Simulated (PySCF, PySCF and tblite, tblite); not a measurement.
**C₃H₁₁BN₂: a path driven as rotation about a bond, and NMR exchange**

Aim: the barrier and rate of rotation about a bond in C₃H₁₁BN₂ (`CNBN(C)C`), and what it does to NMR lines.

Computed with tblite 0.8.0 (tight binding) and PySCF 2.14.0 (DFT, with response routines of our own); each step states its level. Atoms count from 0 throughout.

## 1. The starting structure

17 atoms, charge 0, multiplicity 1; geometry from: force field or distance geometry start.

Bonds of the start (Å): B2–H10 1.18, B2–N3 1.54, C0–H6 1.11, C0–H7 1.12, C0–H8 1.11, C0–N1 1.48, C4–H11 1.11, C4–H12 1.11, C4–H13 1.11, C5–H14 1.11, C5–H15 1.11, C5–H16 1.12, N1–B2 1.53, N1–H9 1.04, N3–C4 1.45, N3–C5 1.48.

## 2. GFN2-xTB relaxation, start minimum

What the job is given:

```
{"job": {"xc": "GFN2-xTB", "basis": "xTB", "kind": "relax"}, "charge": 0, "multiplicity": 1}
C      2.380500    -0.365400    -0.283200
N      1.223600     0.424500    -0.758600
B      0.312000     0.737400     0.430800
N     -1.162500     0.280600     0.415400
C     -1.877000     0.853400    -0.713400
C     -1.228500    -1.194900     0.368500
H      2.034600    -1.330000     0.140100
H      2.968700     0.204100     0.480800
H      3.041700    -0.587900    -1.142300
H      1.584200     1.330500    -1.108600
H      0.706800     1.362600     1.344100
H     -2.950100     0.555100    -0.687800
H     -1.446700     0.521000    -1.680200
H     -1.840700     1.965300    -0.674600
H     -0.774000    -1.582700    -0.564000
H     -2.284000    -1.529400     0.437200
H     -0.695700    -1.632100     1.249400
```

Command:

```console
$ OMP_NUM_THREADS=1 python ens_run.py task.json out
```

This one command runs the whole study; its stages follow in the order run.

Output:

```text
step      E/eV     max force
  0    -519.32645    1.520
  1    -519.44348    0.815
  2    -519.50447    0.421
  3    -519.52147    0.333
  4    -519.53914    0.234
  5    -519.54920    0.312
  6    -519.56445    0.377
  7    -519.57068    0.251
  8    -519.57429    0.156
  9    -519.57746    0.171
 10    -519.58143    0.206
 11    -519.58584    0.218
 12    -519.59132    0.226
 13    -519.59996    0.284
 14    -519.61764    1.270
 15    -519.65156    1.049
 16    -519.70756    2.200
 17    -519.87984    1.107
 18    -519.89621    3.037
 19    -520.06292    1.083
 20    -520.13199    0.974
 21    -520.18748    0.716
 22    -520.20778    1.006
 23    -520.22914    0.555
 24    -520.24979    0.564
 25    -520.26682    0.716
 26    -520.28746    0.771
 27    -520.31286    0.635
 28    -520.34830    0.465
 29    -520.38678    0.451
 30    -520.41206    0.376
 31    -520.42782    0.404
 32    -520.44235    0.271
 33    -520.45521    0.335
 34    -520.47192    0.297
 35    -520.48855    0.273
 36    -520.50690    0.294
 37    -520.52904    0.372
 38    -520.55618    0.451
 39    -520.57915    0.468
 40    -520.60333    0.620
 41    -520.62809    0.431
 42    -520.68131    0.490
 43    -520.70850    0.406
 44    -520.73543    0.419
 45    -520.74703    0.486
 46    -520.76115    0.290
 47    -520.77651    0.376
 48    -520.78224    0.260
 49    -520.78924    0.143
 50    -520.79309    0.146
 51    -520.79921    0.179
 52    -520.80577    0.241
 53    -520.81438    0.273
 54    -520.82408    0.285
 55    -520.83799    0.353
 56    -520.85703    0.421
 57    -520.87871    0.708
 58    -520.89935    0.726
 59    -520.93813    0.539
 60    -520.97686    0.499
 61    -521.01836    0.613
 62    -521.04043    0.376
 63    -521.06533    0.319
 64    -521.08956    0.347
 65    -521.10697    0.316
 66    -521.11646    0.343
 67    -521.13019    0.269
 68    -521.13989    0.230
 69    -521.15601    0.264
 70    -521.16862    0.259
 71    -521.18080    0.257
 72    -521.19279    0.221
 73    -521.20386    0.373
 74    -521.21334    0.408
 75    -521.22500    0.230
 76    -521.24253    0.245
 77    -521.25530    0.284
 78    -521.27218    0.328
 79    -521.28578    0.336
 80    -521.29371    0.188
 81    -521.29814    0.211
 82    -521.30080    0.168
 83    -521.30352    0.107
 84    -521.30554    0.098
 85    -521.30758    0.106
 86    -521.30993    0.117
 87    -521.31325    0.143
 88    -521.31624    0.122
 89    -521.31838    0.099
 90    -521.31990    0.096
 91    -521.32123    0.082
 92    -521.32243    0.084
 93    -521.32328    0.058
 94    -521.32391    0.059
 95    -521.32463    0.066
 96    -521.32570    0.099
 97    -521.32713    0.118
 98    -521.32880    0.101
 99    -521.33024    0.101
100    -521.33166    0.099
101    -521.33309    0.099
102    -521.33546    0.104
103    -521.33737    0.091
104    -521.33985    0.121
105    -521.34078    0.212
106    -521.34387    0.181
107    -521.34617    0.131
108    -521.34924    0.162
109    -521.35141    0.109
110    -521.35381    0.136
111    -521.35647    0.128
112    -521.35750    0.115
113    -521.35872    0.079
114    -521.35958    0.079
115    -521.36005    0.040
116    -521.36027    0.045
117    -521.36048    0.030
118    -521.36076    0.034
119    -521.36089    0.033
120    -521.36108    0.036
121    -521.36123    0.031
122    -521.36139    0.030
123    -521.36150    0.030
124    -521.36158    0.021
125    -521.36163    0.018
126    -521.36168    0.017
127    -521.36174    0.019
128    -521.36181    0.019
129    -521.36188    0.023
130    -521.36197    0.024
131    -521.36207    0.025
132    -521.36222    0.030
133    -521.36242    0.033
134    -521.36266    0.034
135    -521.36289    0.031
136    -521.36305    0.039
137    -521.36326    0.032
138    -521.36343    0.031
139    -521.36360    0.026
140    -521.36368    0.023
141    -521.36376    0.022
142    -521.36382    0.018
143    -521.36387    0.016
144    -521.36390    0.012
145    -521.36393    0.013
146    -521.36395    0.012
147    -521.36397    0.016
148    -521.36400    0.014
149    -521.36403    0.011
150    -521.36407    0.014
151    -521.36413    0.016
152    -521.36418    0.019
153    -521.36424    0.018
154    -521.36428    0.012
155    -521.36432    0.011
156    -521.36435    0.011
157    -521.36437    0.009
158    -521.36438    0.007
159    -521.36439    0.006
160    -521.36439    0.007
161    -521.36440    0.008
162    -521.36441    0.010
163    -521.36442    0.008
164    -521.36443    0.005
165    -521.36444    0.006
166    -521.36444    0.006
167    -521.36445    0.007
168    -521.36445    0.008
169    -521.36446    0.007
170    -521.36447    0.006
171    -521.36447    0.007
172    -521.36448    0.008
173    -521.36450    0.010
174    -521.36452    0.010
175    -521.36454    0.010
176    -521.36456    0.010
177    -521.36458    0.010
178    -521.36460    0.008
179    -521.36461    0.008
180    -521.36462    0.008
181    -521.36463    0.008
182    -521.36464    0.007
183    -521.36465    0.007
184    -521.36465    0.008
185    -521.36465    0.006
186    -521.36466    0.004
187    -521.36466    0.005
188    -521.36467    0.005
189    -521.36467    0.004
190    -521.36468    0.005
191    -521.36468    0.005
192    -521.36468    0.005
193    -521.36469    0.005
194    -521.36469    0.006
195    -521.36470    0.006
196    -521.36470    0.007
197    -521.36471    0.008
198    -521.36472    0.008
199    -521.36473    0.008
200    -521.36474    0.007
201    -521.36475    0.006
202    -521.36475    0.005
203    -521.36476    0.004
204    -521.36476    0.004
205    -521.36476    0.003
206    -521.36476    0.002
```

Run time: 1.5 s. Hardware: 1 thread of Arm Neoverse N1, shared host.

Gain 2.038 eV; displacement 1.34 Å root mean square.

## 3. Relaxed scan, rotation

What the job is given:

```
{"job": {"xc": "GFN2-xTB", "basis": "xTB", "coordinate": [["t", [3, 2, 1, 0], 0.25], ["t", [3, 2, 1, 9], 0.25], ["t", [10, 2, 1, 0], 0.25], ["t", [10, 2, 1, 9], 0.25]], "kind": "drive"}, "charge": 0, "multiplicity": 1}
C      2.814620     0.470943    -0.205544
N      1.402400     0.412755    -0.485304
B      0.422570    -0.206382     0.304168
N     -0.944322    -0.224671    -0.031154
C     -1.543214     0.368955    -1.200215
C     -1.934048    -0.869071     0.796542
H      3.398866    -0.006998    -1.000610
H      3.016045    -0.048399     0.728604
H      3.159565     1.506898    -0.107523
H      1.168293     0.883069    -1.345855
H      0.764002    -0.735695     1.294847
H     -2.290420     1.120346    -0.914760
H     -2.050295    -0.392819    -1.806044
H     -0.791585     0.852151    -1.817707
H     -2.451088    -1.661775     0.241428
H     -2.689792    -0.148839     1.134127
H     -1.458594    -1.308441     1.668602
```

Output:

```text
point  coordinate     E/eV
  0     14.400     -521.33219
  1     28.900     -521.24103
  2     43.500     -521.09162
  3     58.600     -520.91217
  4     74.400     -520.83237
  5     89.900     -520.79575
  6    105.500     -520.82275
  7    121.100     -520.92024
  8    136.100     -521.05322
  9    150.800     -521.16383
 10    165.200     -521.21872
 11    179.700     -521.21308
```

Run time: 4.8 s. Hardware: 1 thread of Arm Neoverse N1, shared host.

The highest point is number 5, 12.4 kcal/mol above the first.

## 4. Nudged elastic band, leg 1

Changed since step 3:

```diff
@@ -1,2 +1,2 @@
-{"job": {"xc": "GFN2-xTB", "basis": "xTB", "coordinate": [["t", [3, 2, 1, 0], 0.25], ["t", [3, 2, 1, 9], 0.25], ["t", [10, 2, 1, 0], 0.25], ["t", [10, 2, 1, 9], 0.25]], "kind": "drive"}, "charge": 0, "multiplicity": 1}
+{"job": {"xc": "GFN2-xTB", "basis": "xTB", "kind": "neb"}, "charge": 0, "multiplicity": 1}
 C      2.814620     0.470943    -0.205544
```

Output:

```text
image   E - E0 / eV
  0       0.0000
  1       0.0613
  2       0.2523
  3       0.5639
  4       0.4855
  5       0.2215
  6       0.1408
```

Wall time 5.4 s (1 thread of Arm Neoverse N1, shared host); peak memory 0.2 GiB.

The highest point is number 3, 13.0 kcal/mol above the first.

## 5. Saddle search, leg 1

What the job is given:

```
{"job": {"xc": "GFN2-xTB", "basis": "xTB", "kind": "saddle"}, "charge": 0, "multiplicity": 1}
C      2.550321     0.256466    -0.384407
N      1.273026     0.917010    -0.191758
B      0.328118     0.256534     0.735867
N     -0.899220    -0.141817     0.240983
C     -1.282332     0.039259    -1.141082
C     -1.923973    -0.799285     1.015660
H      3.123912     0.784323    -1.149310
H      2.361108    -0.757915    -0.736482
H      3.165972     0.188009     0.526517
H      1.428197     1.888212     0.051658
H      0.592466     0.032972     1.867148
H     -2.185101     0.652723    -1.216311
H     -1.483430    -0.928592    -1.610819
H     -0.462036     0.530631    -1.657233
H     -2.143335    -1.788681     0.600453
H     -2.849655    -0.214266     1.004362
H     -1.594039    -0.915584     2.044755
```

Output:

```text
step      E/eV     max force
  0    -520.80089   0.0212
  1    -520.79724   0.1266
  2    -520.79924   0.0369
  3    -520.79813   0.0347
  4    -520.79777   0.0263
  5    -520.79780   0.0094
  6    -520.79780   0.0000
lowest wavenumbers (cm-1): -154.4 120.0 167.2 182.9 211.2 248.1
```

Wall time 4.1 s (1 thread of Arm Neoverse N1, shared host); peak memory 0.2 GiB.

Point group C1; 1 imaginary mode, 154i cm⁻¹, carried by C0, N1, H9, B2. Steps downhill from it reached both ends.

## 6. Saddle search, other pyramid

What the job is given:

```
{"job": {"xc": "GFN2-xTB", "basis": "xTB", "kind": "saddle"}, "charge": 0, "multiplicity": 1}
C      0.843140     2.220044    -0.732435
N      1.275309     0.951042    -0.174465
B      0.319916     0.290414     0.745019
N     -0.889904    -0.143299     0.238725
C     -1.268991     0.022554    -1.146409
C     -1.912760    -0.802375     1.015211
H      1.640976     2.642552    -1.346727
H      0.639367     2.907993     0.088436
H     -0.068145     2.151014    -1.348084
H      1.546517     0.333407    -0.931377
H      0.560812     0.108892     1.889208
H     -2.181190     0.621763    -1.226528
H     -1.454387    -0.949752    -1.613134
H     -0.455954     0.525973    -1.662250
H     -2.123616    -1.796823     0.608107
H     -2.842507    -0.224049     0.996307
H     -1.585278    -0.907293     2.046334
```

Output:

```text
step      E/eV     max force
  0    -520.50317   0.6550
  1    -520.58337   0.4630
  2    -520.64619   0.3303
  3    -520.68048   0.2937
  4    -520.71502   0.2129
  5    -520.74115   0.1526
  6    -520.77087   0.1254
  7    -520.80327   0.1645
  8    -520.83055   0.2300
  9    -520.85644   0.2974
 10    -520.89150   0.2938
 11    -520.92899   0.1925
 12    -520.96868   0.1968
 13    -521.00021   0.2616
 14    -521.04189   0.2669
 15    -521.07967   0.3203
 16    -521.12122   0.2070
 17    -521.15445   0.2925
 18    -521.18623   0.3263
 19    -521.21664   0.3182
 20    -521.24500   0.3378
 21    -521.27457   0.1879
 22    -521.29436   0.2651
 23    -521.31040   0.2179
 24    -521.31593   0.1922
 25    -521.32302   0.2020
 26    -521.33181   0.1330
 27    -521.32399   0.1988
 28    -521.31130   0.1747
 29    -521.32664   0.2459
 30    -521.33721   0.3654
 31    -521.35231   0.2061
 32    -521.35538   0.1774
 33    -521.35042   0.1185
 34    -521.34128   0.1849
 35    -521.34793   0.0695
 36    -521.35516   0.1463
 37    -521.35157   0.0502
 38    -521.35518   0.0303
 39    -521.35565   0.0595
 40    -521.35615   0.0264
 41    -521.35685   0.0244
 42    -521.35559   0.1027
 43    -521.35685   0.0225
 44    -521.35627   0.0389
 45    -521.35538   0.0434
 46    -521.35492   0.0351
 47    -521.35351   0.0604
 48    -521.35174   0.0605
 49    -521.35089   0.1078
 50    -521.35154   0.0269
 51    -521.35106   0.0305
 52    -521.35020   0.0365
 53    -521.34935   0.0365
 54    -521.34875   0.0415
 55    -521.34865   0.0318
 56    -521.34715   0.0327
 57    -521.34494   0.0351
 58    -521.34262   0.0399
 59    -521.34190   0.0599
 60    -521.34225   0.0382
 61    -521.34286   0.0498
 62    -521.34209   0.0883
 63    -521.33925   0.0994
 64    -521.34097   0.0924
 65    -521.34409   0.1492
 66    -521.34846   0.0877
 67    -521.34430   0.1177
 68    -521.34636   0.2014
 69    -521.34887   0.0875
 70    -521.35034   0.1802
lowest wavenumbers (cm-1): -18.2 100.8 118.2 184.1 205.0 263.1
```

Run time: 12 s. Hardware: 1 thread of Arm Neoverse N1, shared host; peak memory 0.2 GiB.

The run did not converge, so its numbers are no properties of the molecule.

Point group C1; 1 imaginary mode, 18i cm⁻¹, carried by H8, H6, H7.

## 7. Shieldings, start: PBE0/pcSseg-1

What the job is given:

```
{"job": {"kind": "nmr", "xc": "PBE0", "basis": "pcSseg-1", "pop": false}, "charge": 0, "multiplicity": 1}
C      2.814620     0.470943    -0.205544
N      1.402400     0.412755    -0.485304
B      0.422570    -0.206382     0.304168
N     -0.944322    -0.224671    -0.031154
C     -1.543214     0.368955    -1.200215
C     -1.934048    -0.869071     0.796542
H      3.398866    -0.006998    -1.000610
H      3.016045    -0.048399     0.728604
H      3.159565     1.506898    -0.107523
H      1.168293     0.883069    -1.345855
H      0.764002    -0.735695     1.294847
H     -2.290420     1.120346    -0.914760
H     -2.050295    -0.392819    -1.806044
H     -0.791585     0.852151    -1.817707
H     -2.451088    -1.661775     0.241428
H     -2.689792    -0.148839     1.134127
H     -1.458594    -1.308441     1.668602
```

Output:

```text
coarse grid: 13288 points
cycle   1  E = -254.9355527928  dE =  5.340e-01  |g| = 4.099e-01  |ddm| = 3.339e+00
cycle   2  E = -254.9315596682  dE =  3.993e-03  |g| = 4.538e-01  |ddm| = 8.168e-01
cycle   3  E = -254.9802416445  dE = -4.868e-02  |g| = 6.376e-02  |ddm| = 4.338e-01
cycle   4  E = -254.9809951435  dE = -7.535e-04  |g| = 2.044e-02  |ddm| = 4.946e-02
cycle   5  E = -254.9810872517  dE = -9.211e-05  |g| = 2.907e-03  |ddm| = 1.484e-02
cycle   6  E = -254.9810887916  dE = -1.540e-06  |g| = 1.173e-03  |ddm| = 2.636e-03
final grid: 125912 points
cycle   7  E = -255.0112401071  dE = -3.201e-05  |g| = 9.278e-03  |ddm| = 2.272e-02
cycle   8  E = -255.0112330416  dE =  7.065e-06  |g| = 1.089e-02  |ddm| = 1.595e-02
cycle   9  E = -255.0112615429  dE = -2.850e-05  |g| = 1.050e-03  |ddm| = 8.476e-03
cycle  10  E = -255.0112617665  dE = -2.236e-07  |g| = 2.148e-04  |ddm| = 7.029e-04
cycle  11  E = -255.0112617740  dE = -7.539e-09  |g| = 8.883e-05  |ddm| = 1.758e-04
cycle  12  E = -255.0112617757  dE = -1.651e-09  |g| = 2.312e-05  |ddm| = 7.498e-05
cycle  13  E = -255.0112617758  dE = -1.072e-10  |g| = 6.754e-06  |ddm| = 1.900e-05
converged SCF energy = -255.0112617758

GIAO shielding tensors (ppm)
atom      isotropic    diamagn.    paramagn.     s11        s22        s33       span
  0 C      150.820     240.921     -90.101    128.809    137.056    186.596     57.788
  1 N      189.755     325.049    -135.294    122.593    216.273    230.399    107.806
  2 B       76.846     200.670    -123.824     48.340     86.037     96.160     47.820
  3 N      191.381     326.240    -134.859    121.405    221.220    231.517    110.111
  4 C      149.161     246.751     -97.590    124.514    139.630    183.337     58.823
  5 C      141.018     244.429    -103.411    116.584    121.448    185.022     68.438
  6 H       28.691      27.195       1.496     23.584     26.825     35.664     12.081
  7 H       28.716      28.724      -0.008     25.066     27.600     33.482      8.415
  8 H       28.691      27.369       1.323     23.583     26.825     35.667     12.084
  9 H       29.766      36.341      -6.575     21.019     32.600     35.680     14.661
 10 H       27.789      34.894      -7.106     25.424     27.740     30.202      4.778
 11 H       29.330      30.150      -0.821     25.397     26.778     35.813     10.416
 12 H       29.329      29.992      -0.663     25.395     26.779     35.813     10.417
 13 H       28.876      32.845      -3.970     23.431     29.850     33.345      9.914
 14 H       29.096      29.127      -0.031     25.063     26.757     35.467     10.404
 15 H       29.094      29.273      -0.179     25.058     26.755     35.467     10.409
 16 H       28.545      30.323      -1.778     24.494     27.390     33.751      9.256
```

Wall time 24 s (1 thread of Arm Neoverse N1, shared host); peak memory 0.73 GiB.

Key values: HOMO -5.90 eV, LUMO 1.48 eV; dipole 1.28 D.

## 8. Shieldings, saddle of leg 1: PBE0/pcSseg-1

What the job is given:

```
{"job": {"kind": "nmr", "xc": "PBE0", "basis": "pcSseg-1", "pop": false}, "charge": 0, "multiplicity": 1}
C      2.524579     0.247044    -0.402885
N      1.275309     0.951042    -0.174465
B      0.319916     0.290414     0.745019
N     -0.889904    -0.143299     0.238725
C     -1.268991     0.022554    -1.146409
C     -1.912760    -0.802375     1.015211
H      3.125188     0.791522    -1.134475
H      2.297393    -0.738901    -0.808995
H      3.130997     0.105266     0.506173
H      1.480393     1.898021     0.124057
H      0.560812     0.108892     1.889208
H     -2.181190     0.621763    -1.226528
H     -1.454387    -0.949752    -1.613134
H     -0.455954     0.525973    -1.662250
H     -2.123616    -1.796823     0.608107
H     -2.842507    -0.224049     0.996307
H     -1.585278    -0.907293     2.046334
```

Output:

```text
coarse grid: 13288 points
cycle   1  E = -254.9138089702  dE =  4.964e-01  |g| = 4.187e-01  |ddm| = 3.341e+00
cycle   2  E = -254.9022652401  dE =  1.154e-02  |g| = 4.934e-01  |ddm| = 1.071e+00
cycle   3  E = -254.9585311147  dE = -5.627e-02  |g| = 6.362e-02  |ddm| = 6.447e-01
cycle   4  E = -254.9592696638  dE = -7.385e-04  |g| = 2.063e-02  |ddm| = 5.806e-02
cycle   5  E = -254.9593616134  dE = -9.195e-05  |g| = 4.539e-03  |ddm| = 1.625e-02
cycle   6  E = -254.9593651517  dE = -3.538e-06  |g| = 1.830e-03  |ddm| = 3.892e-03
final grid: 125912 points
cycle   7  E = -254.9889492784  dE = -3.723e-05  |g| = 9.004e-03  |ddm| = 2.574e-02
cycle   8  E = -254.9889426275  dE =  6.651e-06  |g| = 1.064e-02  |ddm| = 1.860e-02
cycle   9  E = -254.9889688454  dE = -2.622e-05  |g| = 9.001e-04  |ddm| = 1.013e-02
cycle  10  E = -254.9889690119  dE = -1.664e-07  |g| = 1.996e-04  |ddm| = 8.604e-04
cycle  11  E = -254.9889690194  dE = -7.548e-09  |g| = 6.901e-05  |ddm| = 1.867e-04
cycle  12  E = -254.9889690204  dE = -1.038e-09  |g| = 2.404e-05  |ddm| = 6.775e-05
cycle  13  E = -254.9889690205  dE = -1.104e-10  |g| = 6.472e-06  |ddm| = 1.876e-05
converged SCF energy = -254.9889690205

GIAO shielding tensors (ppm)
atom      isotropic    diamagn.    paramagn.     s11        s22        s33       span
  0 C      154.021     243.055     -89.035    131.182    145.784    185.095     53.912
  1 N      231.829     320.470     -88.641    188.564    223.496    283.427     94.863
  2 B       66.163     199.053    -132.890     37.108     68.170     93.212     56.104
  3 N      130.924     325.263    -194.339      1.042    177.166    214.563    213.521
  4 C      148.489     247.883     -99.394    124.892    137.170    183.404     58.512
  5 C      143.346     244.199    -100.853    121.762    123.753    184.523     62.761
  6 H       28.812      27.932       0.880     24.335     26.800     35.301     10.966
  7 H       29.594      30.284      -0.690     24.885     28.493     35.404     10.520
  8 H       28.866      28.173       0.693     24.060     26.698     35.840     11.781
  9 H       32.415      33.244      -0.830     23.674     30.765     42.806     19.132
 10 H       26.932      33.442      -6.510     24.717     27.498     28.582      3.865
 11 H       29.475      30.181      -0.706     25.573     26.990     35.862     10.289
 12 H       29.436      30.724      -1.288     25.798     26.960     35.549      9.751
 13 H       26.386      31.201      -4.814     20.500     28.474     30.185      9.685
 14 H       28.931      28.954      -0.023     25.230     26.570     34.993      9.763
 15 H       28.942      28.478       0.463     25.187     26.537     35.102      9.915
 16 H       28.279      29.647      -1.368     24.293     27.334     33.209      8.916
```

Run time: 24 s. Hardware: 1 thread of Arm Neoverse N1, shared host; peak memory 0.75 GiB.

This run: HOMO -6.06 eV, LUMO 0.66 eV; dipole 0.82 D.

(Part 1 of 2 ends here.)
